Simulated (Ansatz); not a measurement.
## Ba₂ScCuO₄, space group P4/mmm: a band structure, step by step

With Ansatz 0.2.0 through its Python package.

Input file `ba2sccuo4.extxyz`:
```text
8
Lattice="4.176956 0.0 0.0 0.0 4.176956 0.0 0.0 0.0 8.078857" Properties=species:S:1:pos:R:3 pbc="T T T"
Ba    2.08847800    2.08847800    6.20437636
Ba    2.08847800    2.08847800    1.87448064
Sc    0.00000000    0.00000000    0.00000000
Cu    0.00000000    0.00000000    4.03942850
O     0.00000000    2.08847800    0.00000000
O     2.08847800    0.00000000    0.00000000
O     0.00000000    0.00000000    5.85451338
O     0.00000000    0.00000000    2.22434362
```

Typed at the interpreter:
```pycon
>>> import ansatz as az
>>> import numpy as np
>>> OCCUPATIONS = 'fixed'
>>> FUNCTIONAL = 'pbesol'
>>> KMESH = (5, 5, 3)
>>> EXTRA_BANDS = 6
>>> structure = az.Crystal.from_extxyz('ba2sccuo4.extxyz')
>>> # high-symmetry points in fractions of the reciprocal vectors
>>> path = [
...     ('G', (0.0, 0.0, 0.0)),
...     ('X', (0.0, 0.5, 0.0)),
...     ('M', (0.5, 0.5, 0.0)),
...     ('G', (0.0, 0.0, 0.0)),
...     ('Z', (0.0, 0.0, 0.5)),
... ]
>>> calc = (
...     structure.calculation()
...     .basis(41 * az.Ry)
...     .occupations(OCCUPATIONS)
...     .functional(FUNCTIONAL)
...     .kpoints(*KMESH)
...     .band_structure([point for _, point in path], intervals=4)
...     .scf(extra_bands=EXTRA_BANDS)
... )
>>> result = calc.run(threads=1)

>>> data = result.report
>>> data['kweights']
[0.013333333333333334, 0.02666666666666667, 0.05333333333333334, 0.10666666666666667, 0.05333333333333334, 0.10666666666666667, 0.05333333333333334, 0.10666666666666667, 0.10666666666666667, 0.21333333333333335, 0.05333333333333334, 0.10666666666666667]
>>> data['n_electrons']
74.0
>>> print(f'free energy      {data["free_energy_ev"]:.5f} eV')
free energy      -22679.37846 eV
>>> print(f'per atom         {data["free_energy_ev"] / len(result.lattice.sites):.5f} eV')
per atom         -2834.92231 eV
>>> print(f'SCF iterations   {data["n_iterations"]}  (converged: {data["converged"]})')
SCF iterations   10  (converged: True)
>>> bands = result.band_structure()
>>> fermi = bands.fermi_energy_ev
>>> print(f'zero of the bands: {fermi:.3f} eV, the Fermi level found on the SCF mesh')
zero of the bands: 8.403 eV, the Fermi level found on the SCF mesh
>>> for spin, channel in enumerate(bands.channels):
...     print('channel', spin, '- computed levels within 4 eV of the Fermi level')
...     for i, (label, _) in enumerate(path):
...         levels = channel.eigenvalues_ev[i * 4] - fermi
...         print(f'  {label:3s}', ' '.join(f'{e:7.3f}' for e in levels if abs(e) < 4))
...
channel 0 - computed levels within 4 eV of the Fermi level
  G    -2.841  -2.841  -2.790  -2.352  -2.352  -2.004  -1.925  -1.809  -1.809  -1.628  -1.470  -1.408  -0.628  -0.628  -0.222  -0.222   2.245   3.308   3.490   3.823   3.940   3.940
  X    -3.700  -3.297  -3.182  -2.693  -2.580  -2.478  -2.342  -1.965  -1.730  -1.694  -1.499  -1.285  -1.251  -1.172  -0.498  -0.027   2.025   3.371
  M    -3.588  -3.066  -3.021  -2.859  -2.859  -2.466  -2.051  -2.051  -1.819  -1.819  -1.549  -1.383  -0.909  -0.588   0.009   0.009   2.517   2.517   3.961
  G    -2.841  -2.841  -2.790  -2.352  -2.352  -2.004  -1.925  -1.809  -1.809  -1.628  -1.470  -1.408  -0.628  -0.628  -0.222  -0.222   2.245   3.308   3.490   3.823   3.940   3.940
  Z    -3.149  -2.835  -2.835  -2.336  -2.336  -2.103  -1.969  -1.800  -1.800  -1.595  -1.580  -1.470  -0.834  -0.834   0.037   0.037   3.065   3.308   3.498   3.498   3.791
```

Reading the output:
- Total energies depend on the potentials; only differences at equal settings carry meaning.
- No spin polarisation was allowed.
- The computed bands are complete only to about 3.9 eV above the Fermi level.
- With fixed filling the reported Fermi level is the top filled level among the k-points of the SCF.
- Without a Hubbard U or exact exchange, semilocal functionals often make such 3d compounds metallic or too weakly gapped.
- This cell is a computed structure, which may not be the phase found in nature.
- Levels are Kohn-Sham eigenvalues on this mesh, without spin-orbit coupling.
- Finished in 19 s on 1 thread of Arm Neoverse N1, with other jobs on the host, peak memory 0.54 GiB.

(Lines on the test bed's own set-up are left out of the output.)
